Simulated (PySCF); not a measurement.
# YbOF: other functionals and bases at one geometry

An exercise on one series of results from a longer session: the logs are not shown, and one member is left open.

Program: PySCF 2.14.0. Level of theory: several levels, as the steps say, no spin–orbit coupling. These are calculated values, not measurements.

1 further run of the same task is left out (for a known fault of the program).

### Where the work starts

3 atoms, charge 0, spin multiplicity 1.

Bond lengths: Yb1–O2 1.801 Å, Yb1–F3 1.984 Å. Angles: O2–Yb1–F3 112.6°.

As a file:

```xyz
3
charge 0, multiplicity 1
Yb    0.01936    0.00000   -0.31076
O     1.51065    0.00000    0.69878
F    -1.63972    0.00000    0.77760
```

Formal oxidation states: Yb +3. Each metal's 13 4f electrons lie in its core potential, so multiplicities, spins and levels count the valence alone. An earlier session relaxed this geometry at PBE0, Yb lcecp-1-SVP with ECP59, O def2-SVP, F def2-SVP (singlet, point group Cs).

At PBE0 on the finer grid: E = -214.234659 Eh, HOMO -6.64 eV, LUMO -2.66 eV, Mulliken charge on Yb1 +0.90 e, largest force component 0.012 eV/Å. 

Levels to run: wB97X; M06-L; PBE0, TZVP. Hardware: 2 threads of Arm Neoverse V1, shared host.

Set-up of the first run:

Contents of run.py (the lines that set the calculation):

```python
mol = gto.M(atom='''
Yb     0.01936     0.00000    -0.31076
O      1.51065     0.00000     0.69878
F     -1.63972     0.00000     0.77760''',
    basis={'Yb': 'lcecp-1-SVP', 'O': 'def2-SVP', 'F': 'def2-SVP'},
    ecp={'Yb': 'lcecp-1-SVP'},
    charge=0, spin=0)
mf = dft.RKS(mol, xc='WB97X')
mf.grids.atom_grid = (75, 302)  # f atoms: unpruned, at least (60, 302)
mf = mf.density_fit()  # fitting sets: Yb AutoAux, O def2-universal-JKFIT, F def2-universal-JKFIT
mf.conv_tol = 1e-08; mf.max_cycle = 55
mf.kernel(dm0)  # dm0: the density of the relaxed state
```

Command:

```bash
$ OMP_NUM_THREADS=2 python run.py
```

Steps of the session up to this table: wB97X; M06-L; PBE0, TZVP.

One table of the session follows, with a row left open; its other results are not shown here.

| level | HOMO (eV) | gap (eV) | charge on Yb1 (e) | dipole (D) | largest force component (eV/Å) |
| --- | --- | --- | --- | --- | --- |
| PBE0 (relaxed here) | -6.64 | 3.98 | 0.90 | 7.59 | 0.01 |
| wB97X | -8.91 | 8.10 | 0.91 | 7.97 | 0.24 |
| M06-L | ? | ? | ? | ? | ? |
| PBE0, TZVP | -6.63 | 3.98 | 1.30 | 7.86 | 0.17 |

**Question.** Estimate the row for M06-L.

The run gave: HOMO (eV): -5.21; gap (eV): 2.85; charge on Yb1 (e): 0.99; dipole (D): 7.38; largest force component (eV/Å): 0.52. In the column «HOMO (eV)» it is the highest.

In one basis the HOMO–LUMO gap runs from 2.85 eV (M06-L) to 8.10 eV (wB97X). The largest leftover force, 0.52 eV/Å with M06-L, stands at a geometry relaxed at another level. With 4f in the core, its levels are missing from HOMO and gap, and its count is fixed, so no charge can pass from the ligands into it. Total energies of different levels can't be compared.
